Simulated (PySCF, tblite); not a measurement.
# C6H10Si: geometry, infrared bands and NMR shifts

What infrared bands and NMR shifts should C6H10Si (`C=C1C=C(C)[SiH2]C1`) show?

Computed with tblite 0.8.0 and PySCF 2.14.0, with density-fitted response routines of our own, on a single molecule in the gas phase. Atoms count from 0, in the outputs and in this text.

**1. The starting structure**

17 atoms, charge 0, multiplicity 1; geometry from: force field or distance geometry start.

Bonds of the start (Å): C0–C1 1.32, C1–C2 1.47, C2–C3 1.33, C3–C4 1.49, C3–Si5 1.88, Si5–C6 1.92, C6–C1 1.53, C0–H7 1.09, C0–H8 1.08, C2–H9 1.08, C4–H10 1.09, C4–H11 1.10, C4–H12 1.10, Si5–H13 1.49, Si5–H14 1.48, C6–H15 1.09, C6–H16 1.10.

**2. Optimising the geometry with GFN2-xTB**

The job: settings as JSON, then the geometry in Å.

```
{"job": {"kind": "relax", "xc": "GFN2-xTB", "basis": "xTB"}, "charge": 0, "multiplicity": 1}
C     -2.465100    -0.326400    -1.069500
C     -1.343700    -0.079500    -0.408800
C     -0.016100    -0.462600    -0.909000
C      1.046100    -0.160800    -0.160900
C      2.473900    -0.449500    -0.449700
Si     0.545100     0.682300     1.440300
C     -1.308400     0.605000     0.957200
H     -3.430100    -0.027700    -0.655900
H     -2.469600    -0.817000    -2.035900
H      0.059000    -0.955000    -1.870100
H      2.914100    -1.103600     0.300300
H      2.579800    -0.950900    -1.424200
H      3.050600     0.481200    -0.488700
H      1.066900     2.075400     1.504500
H      0.864500    -0.139300     2.635200
H     -1.718900     1.617300     0.913100
H     -1.855100     0.023000     1.712300
```

Launch:

```sh
> OMP_NUM_THREADS=1 python probes_run.py task.json out
```

The driver reads the jobs from task.json and runs them one after another.

**Question.** This job is followed by: GFN2-xTB harmonic vibrations, gas phase; GIAO PBE0/pcSseg-1 NMR shielding, non-relativistic, gas phase. Predict these results of the whole session: strongest single infrared mode (GFN2-xTB); zero-point energy (GFN2-xTB); 13C shifts against TMS (PBE0/pcSseg-1); 1H shifts against TMS (PBE0/pcSseg-1, means over atoms taken as alike); 29Si shifts against TMS (PBE0/pcSseg-1); surface potential, 1st and 99th percentile.

As calculated:

| quantity | value |
| --- | --- |
| strongest single infrared mode (GFN2-xTB) | 2220 cm⁻¹, 494 km/mol |
| zero-point energy (GFN2-xTB) | 84.3 kcal/mol |
| 13C shifts against TMS (PBE0/pcSseg-1) | 159.7, 158.3, 152.7, 118.2, 23.5, 13.6 ppm |
| 1H shifts against TMS (PBE0/pcSseg-1, means over atoms taken as alike) | 6.99, 5.50, 5.30, 4.66, 2.23, 1.89 ppm |
| 29Si shifts against TMS (PBE0/pcSseg-1) | -32.0 ppm |
| surface potential, 1st and 99th percentile | -0.72 V and 0.98 V |

What this shows: Relaxing lowered the energy by 0.088 eV in 32 steps; the close pair that moved most is Si5–H13, from 1.489 to 1.467 Å. No mode is imaginary among the 45: a minimum at this level. The strongest single mode, at 2220 cm⁻¹, moves mainly H13 and H14. GFN2-xTB is a fitted tight-binding method: band positions and strengths are rough. Its intensities can rank the bands wrongly. The most deshielded hydrogen is H9 (hydrogen on an alkene CH), at 6.99 ppm: attached to an sp2 carbon and in the plane of the double bond. By nearest atom (PBE0/pcSseg-1), the HOMO sits on C0 29 %; C3 23 % and the LUMO on C3 27 %; C0, C2 about 17 % each.
